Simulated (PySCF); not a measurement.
**SnHCl₃: electronic structure in real space**

Aim: take SnHCl₃ and analyse its density (charges, bond critical points, surface potential), see where an electron leaves and enters and measure its response to a uniform field.

Computed with PySCF 2.14.0. Level: levels as typed in each script, gas phase, geometry from GFN2-xTB.

**1. The starting structure**

5 atoms, charge 0, spin multiplicity 1.

Bond lengths: Cl1–Sn2 2.303 Å, Sn2–Cl3 2.303 Å, Sn2–Cl4 2.303 Å, Sn2–H5 1.742 Å. Angles: Cl1–Sn2–Cl3 106.6°, Cl1–Sn2–Cl4 106.6°, Cl1–Sn2–H5 112.3°, Cl3–Sn2–Cl4 106.6°, Cl3–Sn2–H5 112.2°, Cl4–Sn2–H5 112.2°.

As a file:

| atom | x (Å) | y (Å) | z (Å) |
| --- | --- | --- | --- |
| Cl1 | 0.7219 | 2.0062 | -0.4519 |
| Sn2 | -0.0001 | -0.0001 | 0.4180 |
| Cl3 | 1.3767 | -1.6278 | -0.4522 |
| Cl4 | -2.0984 | -0.3778 | -0.4522 |
| H5 | -0.0003 | -0.0022 | 2.1597 |

**2. Density, bond paths and surface potential (wB97X/def2-tzvp)**

input.py

```python
import numpy as np
from pyscf import gto, scf, dft
from pyscf.scf import atom_ks, atom_hf
from scipy.linalg import block_diag

def solve(mol, dm0=None, hcore=None):
    mf = (dft.UKS if mol.spin else dft.RKS)(mol, xc='wb97x')
    mf.grids.level = 3
    mf = mf.density_fit(auxbasis='def2-universal-jkfit')
    mf.conv_tol, mf.max_cycle = 1e-8, 80
    if hcore is not None:
        mf.get_hcore = lambda *args: hcore
    mf.kernel(dm0)
    if not mf.converged:
        mf = mf.newton().run(mf.mo_coeff, mf.mo_occ, max_cycle=30)
    assert mf.converged, 'SCF not converged'
    return mf

mol = gto.M(atom='''
Cl     0.72191     2.00622    -0.45187
Sn    -0.00007    -0.00015     0.41796
Cl     1.37672    -1.62784    -0.45224
Cl    -2.09842    -0.37780    -0.45222
H     -0.00034    -0.00217     2.15975
''', basis='def2-tzvp', ecp={'Sn': 'def2-tzvp'}, charge=0, spin=0, verbose=4)
mf = solve(mol)
mf.analyze()
# spherically averaged free atoms, for the promolecule
atom_ks.AtomSphAverageRKS.init_guess_by_vsap = lambda self, mol=None: self.init_guess_by_minao(mol)  # core potentials
atm = atom_ks.get_atm_nrks(mol, xc='wb97x')
pro = block_diag(*[(atm[a[0]][2] * atm[a[0]][3]) @ atm[a[0]][2].T for a in mol._atom])
np.savez('result.npz', e=mf.e_tot, c=mf.mo_coeff, occ=mf.mo_occ, eps=mf.mo_energy, pro=pro, dip=mf.dip_moment(verbose=0), s2=mf.spin_square()[0])
```

On the command line:

```sh
$ OMP_NUM_THREADS=1 python input.py
```

**4. Removing and adding an electron (wB97X/def2-tzvp)**

input.py

```python
import numpy as np
from pyscf import gto, scf, dft
from pyscf.scf import atom_ks, atom_hf
from scipy.linalg import block_diag

def solve(mol, dm0=None, hcore=None):
    mf = (dft.UKS if mol.spin else dft.RKS)(mol, xc='wb97x')
    mf.grids.level = 3
    mf = mf.density_fit(auxbasis='def2-universal-jkfit')
    mf.conv_tol, mf.max_cycle = 1e-8, 80
    if hcore is not None:
        mf.get_hcore = lambda *args: hcore
    mf.kernel(dm0)
    if not mf.converged:
        mf = mf.newton().run(mf.mo_coeff, mf.mo_occ, max_cycle=30)
    assert mf.converged, 'SCF not converged'
    return mf

mol = gto.M(atom='''
Cl     0.72191     2.00622    -0.45187
Sn    -0.00007    -0.00015     0.41796
Cl     1.37672    -1.62784    -0.45224
Cl    -2.09842    -0.37780    -0.45222
H     -0.00034    -0.00217     2.15975
''', basis='def2-tzvp', ecp={'Sn': 'def2-tzvp'}, charge=0, spin=0, verbose=4)
mf = solve(mol)
out = dict(e0=mf.e_tot, dm0=mf.make_rdm1(), c=mf.mo_coeff, occ=mf.mo_occ, eps=mf.mo_energy)
for name, dq, spin in [('cation', 1, 1)]:
    ion = mol.copy().set(charge=mol.charge + dq, spin=spin).build()
    mi = solve(ion)
    if spin and dq > 0 and mol.nao < 130:
        c, _, stable, _ = mi.stability(return_status=True)
        if not stable:
            mi = solve(ion, mi.make_rdm1(c, mi.mo_occ))
    print(name, 'vertical energy change / eV', (mi.e_tot - mf.e_tot) * 27.211386)
    out.update({'e_' + name: mi.e_tot, 'dm_' + name: mi.make_rdm1(), 's2_' + name: mi.spin_square()[0], 'eps_' + name: mi.mo_energy, 'occ_' + name: mi.mo_occ})
# spherically averaged free atoms, for the promolecule
atom_ks.AtomSphAverageRKS.init_guess_by_vsap = lambda self, mol=None: self.init_guess_by_minao(mol)  # core potentials
atm = atom_ks.get_atm_nrks(mol, xc='wb97x')
pro = block_diag(*[(atm[a[0]][2] * atm[a[0]][3]) @ atm[a[0]][2].T for a in mol._atom])
np.savez('result.npz', pro=pro, **out)
```

**5. Response to an electric field (wB97X/def2-tzvp)**

Edit input.py of step 4 so:

```diff
@@ -25,13 +25,10 @@
 ''', basis='def2-tzvp', ecp={'Sn': 'def2-tzvp'}, charge=0, spin=0, verbose=4)
+field = np.array([0.004, 0.0, 0.0])  # atomic units
+mol.set_common_orig(mol.atom_charges() @ mol.atom_coords() / mol.atom_charges().sum())
 mf = solve(mol)
-out = dict(e0=mf.e_tot, dm0=mf.make_rdm1(), c=mf.mo_coeff, occ=mf.mo_occ, eps=mf.mo_energy)
-for name, dq, spin in [('cation', 1, 1)]:
-    ion = mol.copy().set(charge=mol.charge + dq, spin=spin).build()
-    mi = solve(ion)
-    if spin and dq > 0 and mol.nao < 130:
-        c, _, stable, _ = mi.stability(return_status=True)
-        if not stable:
-            mi = solve(ion, mi.make_rdm1(c, mi.mo_occ))
-    print(name, 'vertical energy change / eV', (mi.e_tot - mf.e_tot) * 27.211386)
-    out.update({'e_' + name: mi.e_tot, 'dm_' + name: mi.make_rdm1(), 's2_' + name: mi.spin_square()[0], 'eps_' + name: mi.mo_energy, 'occ_' + name: mi.mo_occ})
+out = dict(dm0=mf.make_rdm1(), d0=mf.dip_moment(unit='AU'), e0=mf.e_tot)
+for name, sign in (('p', 1), ('m', -1)):
+    h = mf.get_hcore() + sign * np.einsum('x,xij->ij', field, mol.intor('int1e_r'))
+    mi = solve(mol, mf.make_rdm1(), h)
+    out.update({'dm' + name: mi.make_rdm1(), 'd' + name: mi.dip_moment(unit='AU'), 'e' + name: mi.e_tot})
 # spherically averaged free atoms, for the promolecule
```

(Steps that only read results are left out.)

What does the calculation give? Wanted: dipole moment; HOMO, LUMO; polarisability along the field.

As calculated:

```
                                        quantity             value
                 dipole moment (wB97X/def2-tzvp)            2.18 D
                    HOMO, LUMO (wB97X/def2-tzvp)  -11.87, -0.28 eV
polarisability along the field (wB97X/def2-tzvp)        74.9 bohr³
```

What this shows: At wB97X/def2-tzvp: The highest Hirshfeld charge is on Sn2 (+0.56 e), the lowest on Cl1, Cl3 and Cl4 (−0.17 e). All values hold at the given geometry, in the gas phase.
